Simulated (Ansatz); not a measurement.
# CH6GeS: small, medium and large basis sets

An exercise on one series of results from a longer session: the logs are not shown, and one member is left open.

Program: Ansatz 0.2.0, Gaussian basis. Level of theory: one geometry, several basis sets. These are calculated values, not measurements.

Plan: PBE0-D4/def2-SVP; ωB97M-V/def2-SVP; PBE0-D4/def2-QZVPP; ωB97M-V/def2-QZVPP; the functionals' def2-TZVPP values are taken from earlier runs.

**The geometry**

An earlier PBE0-D4 in a triple-zeta def2 set relaxation fixed the geometry.

SMILES `C[S][GeH3]`, 9 atoms, charge 0, spin multiplicity 1.

Atoms are counted from 1 here; the program's logs count them from 0.

Bond lengths: C1–S2 1.813 Å, C1–H4 1.090 Å, C1–H5 1.090 Å, C1–H6 1.090 Å, S2–Ge3 2.212 Å, Ge3–H7 1.533 Å, Ge3–H8 1.540 Å, Ge3–H9 1.540 Å. Angles: S2–C1–H4 111.3°, S2–C1–H5 106.7°, S2–C1–H6 111.3°, H4–C1–H5 108.7°, H4–C1–H6 109.9°, H5–C1–H6 108.7°, C1–S2–Ge3 99.2°, S2–Ge3–H7 106.6°, S2–Ge3–H8 109.9°, S2–Ge3–H9 109.9°, H7–Ge3–H8 110.8°, H7–Ge3–H9 110.7°, H8–Ge3–H9 108.9°.

The first run:

in.yaml

```yaml
crystal:
  periodic: [false, false, false]
  atoms:
    - {symbol: C, position_ang: [-0.731374, 1.034642, -0.884754]}
    - {symbol: S, position_ang: [0.995766, 0.493006, -0.775129]}
    - {symbol: Ge, position_ang: [0.793176, -1.010543, 0.834397]}
    - {symbol: H, position_ang: [-1.388404, 0.211200, -1.166278]}
    - {symbol: H, position_ang: [-0.771957, 1.796305, -1.663420]}
    - {symbol: H, position_ang: [-1.069498, 1.475295, 0.053594]}
    - {symbol: H, position_ang: [2.192063, -1.592928, 1.068449]}
    - {symbol: H, position_ang: [-0.191287, -2.112648, 0.401623]}
    - {symbol: H, position_ang: [0.260013, -0.340729, 2.114318]}
basis:
  gaussian: {orbitals: def2-SVP}
hamiltonian: {xc: pbe0, dispersion: d4}
output: {orbitals: {seedname: orbitals}}
```

Run with:

```
ansatz run in.yaml --threads 2 --pin off --events-out ev --progress --plain --max-ram 32768MiB --backend cpu
```

Among the steps run: PBE0-D4 in def2-SVP; ωB97M-V in def2-SVP; PBE0-D4 in def2-QZVPP; ωB97M-V in def2-QZVPP.

One of the session's tables, all rows but one given; the rest of the session is left out.

It belongs to the step «Functionals by basis». 

```
functional       basis  HOMO (eV)  LUMO (eV)
   PBE0-D4    def2-SVP          ?          ?
   PBE0-D4  def2-TZVPP      -6.77       0.14
   PBE0-D4  def2-QZVPP      -6.79      -0.08
   ωB97M-V    def2-SVP      -8.83       2.37
   ωB97M-V  def2-TZVPP      -8.96       1.94
   ωB97M-V  def2-QZVPP      -8.98       1.46
```

Estimate the missing values for PBE0-D4, def2-SVP.

As computed: HOMO (eV): -6.67; LUMO (eV): 0.45. In the column «HOMO (eV)» it is the highest.
